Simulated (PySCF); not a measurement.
# B₂F₃H₅Si₂: electronic excitations

What electronic excitations should B₂F₃H₅Si₂ (`B[SiH](B)[Si](F)(F)F`) show?

Programs: PySCF 2.14.0, with density-fitted response routines of our own. Each step states its level of theory. These are calculated values for one molecule in the gas phase, unless marked as measured. Atoms count from 0, in the outputs and in this text.

## 1. The molecule as given

12 atoms, charge 0, multiplicity 1; geometry from: GFN2-xTB.

Bonds of the start (Å): B0–Si1 1.96, Si1–B2 1.96, Si1–Si3 2.30, Si3–F4 1.60, Si3–F5 1.60, Si3–F6 1.60, B0–H7 1.17, B0–H8 1.17, Si1–H9 1.49, B2–H10 1.17, B2–H11 1.17.

## 2. TDDFT and polarisability: B3LYP/def2-SVPD

Job settings and geometry (Å):

```
{"job": {"kind": "uv", "xc": "B3LYP", "basis": "def2-SVPD", "nstates": 8, "ntriplets": 3}, "charge": 0, "multiplicity": 1}
B      0.295478     1.906607     0.633684
Si     0.449649     0.283261    -0.451651
B      1.797885    -0.888430     0.351109
Si    -1.582319    -0.797643    -0.482925
F     -2.133594    -1.265775     0.940598
F     -2.839287     0.011455    -1.041169
F     -1.686260    -2.159620    -1.307459
H      0.715983     2.934998     0.271905
H     -0.165949     1.864848     1.707718
H      0.699417     0.563243    -1.893408
H      1.596608    -1.418717     1.373908
H      2.853589    -1.034914    -0.128336
```

Method: TDDFT B3LYP/def2-SVPD, vertical, gas phase, core orbitals frozen in the response.

Command:

```console
> OMP_NUM_THREADS=1 python probes_run.py task.json out
```

This one command runs all jobs of the session in turn.

Output:

```text
coarse grid: 11784 points
cycle   1  E = -930.7042988279  dE =  4.148e-01  |g| = 8.489e-01  |ddm| = 5.163e+00
cycle   2  E = -930.4890369493  dE =  2.153e-01  |g| = 1.445e+00  |ddm| = 2.395e+00
cycle   3  E = -930.8327136628  dE = -3.437e-01  |g| = 3.758e-02  |ddm| = 1.291e+00
cycle   4  E = -930.8330208178  dE = -3.072e-04  |g| = 1.962e-02  |ddm| = 1.595e-01
cycle   5  E = -930.8331373254  dE = -1.165e-04  |g| = 4.222e-03  |ddm| = 5.475e-02
cycle   6  E = -930.8331445529  dE = -7.227e-06  |g| = 7.168e-04  |ddm| = 9.897e-03
final grid: 107944 points
cycle   7  E = -930.9484328489  dE = -2.207e-05  |g| = 3.149e-03  |ddm| = 4.655e-02
cycle   8  E = -930.9484312921  dE =  1.557e-06  |g| = 4.493e-03  |ddm| = 9.912e-03
cycle   9  E = -930.9484351474  dE = -3.855e-06  |g| = 3.899e-04  |ddm| = 4.656e-03
cycle  10  E = -930.9484351839  dE = -3.651e-08  |g| = 9.561e-05  |ddm| = 8.285e-04
cycle  11  E = -930.9484351867  dE = -2.826e-09  |g| = 3.755e-05  |ddm| = 2.447e-04
cycle  12  E = -930.9484351870  dE = -2.958e-10  |g| = 1.248e-05  |ddm| = 6.513e-05
converged SCF energy = -930.9484351870

Static polarisability (au): isotropic 82.408, principal 71.881 86.976 88.368

Singlet excitations
state   eV       nm        f      main configurations
  1   4.0176    308.6   0.01636   H->L 0.91
  2   4.4240    280.3   0.01100   H-1->L 0.67, H-2->L 0.28
  3   4.6199    268.4   0.03569   H-2->L 0.63, H-1->L 0.30
  4   4.9905    248.4   0.00162   H->L+1 0.90
  5   5.2311    237.0   0.00196   H-3->L 0.60, H-1->L+1 0.29, H-2->L+1 0.09
  6   5.6280    220.3   0.01226   H-1->L+1 0.54, H-3->L 0.36, H-2->L+1 0.08
  7   5.9197    209.4   0.00693   H-4->L 0.80, H-3->L+1 0.17
  8   6.1043    203.1   0.17698   H-2->L+1 0.73, H-1->L+1 0.14

Triplet excitations (Tamm-Dancoff, eV): 3.1673 3.8699 4.0826
```

Wall time 47 s (1 thread of Arm Neoverse N1, shared host); peak memory 0.82 GiB.

The orbitals next to the gap, with their largest atomic shares:

| orbital | eV | atoms |
| --- | --- | --- |
| HOMO−3 | -10.48 | B2 25 %, B0 24 %, H10 12 % |
| HOMO−2 | -9.54 | Si1 30 %, H9 17 %, B2 16 % |
| HOMO−1 | -9.17 | Si1 28 %, Si3 20 %, H9 10 % |
| HOMO | -8.88 | Si1 31 %, B0 24 %, B2 24 % |
| LUMO | -3.80 | B2 28 %, B0 28 %, Si1 20 % |
| LUMO+1 | -2.71 | B0 31 %, B2 31 %, Si1 11 % |
| LUMO+2 | -0.53 | Si1 29 %, Si3 23 %, H9 11 % |

With each of the 8 states as a Gaussian band of 0.4 eV half-width at 1/e, the curve within the window shown has maxima at 273 nm (ε 1,900), 204 nm (ε 7,500) L/(mol cm). Beyond the last state computed it falls off for lack of states. The curve at chosen wavelengths:

(nm, ε (L/mol/cm)): (194, 4159), (201, 7165), (208, 6943), (214, 4766), (221, 2354), (228, 1056), (235, 580), (241, 546), (248, 793), (255, 1223), (262, 1651), (268, 1883), (275, 1933), (282, 1791), (289, 1564), (295, 1364), (302, 1156), (309, 971), (316, 799), (322, 658), (329, 504), (336, 368), (343, 256), (349, 181), (356, 116), (363, 72)

Ground-state properties from the same run:

| property | computed |
| --- | --- |
| dipole moment (D) | 3.98 |
| polarisability (Å³) | 12.21 |
| HOMO–LUMO gap (eV) | 5.08 |
| −ε(HOMO) (eV) | 8.88 |

## 3. Summary of results

```
                                quantity                        value
        lowest singlet (B3LYP/def2-SVPD)  4.02 eV (309 nm), f = 0.016
brightest single state of those computed  state 8, 6.10 eV, f = 0.177
                          lowest triplet                      3.17 eV
```

What this shows: The lowest singlet, at 4.02 eV, is HOMO→LUMO 0.91 and is weak; of the 8 states computed, the strongest absorption comes from state 8 at 6.10 eV (the last computed, so partners may be missing). The lowest triplet lies 0.85 eV below the lowest singlet (triplets in Tamm-Dancoff, singlets in full TDDFT).
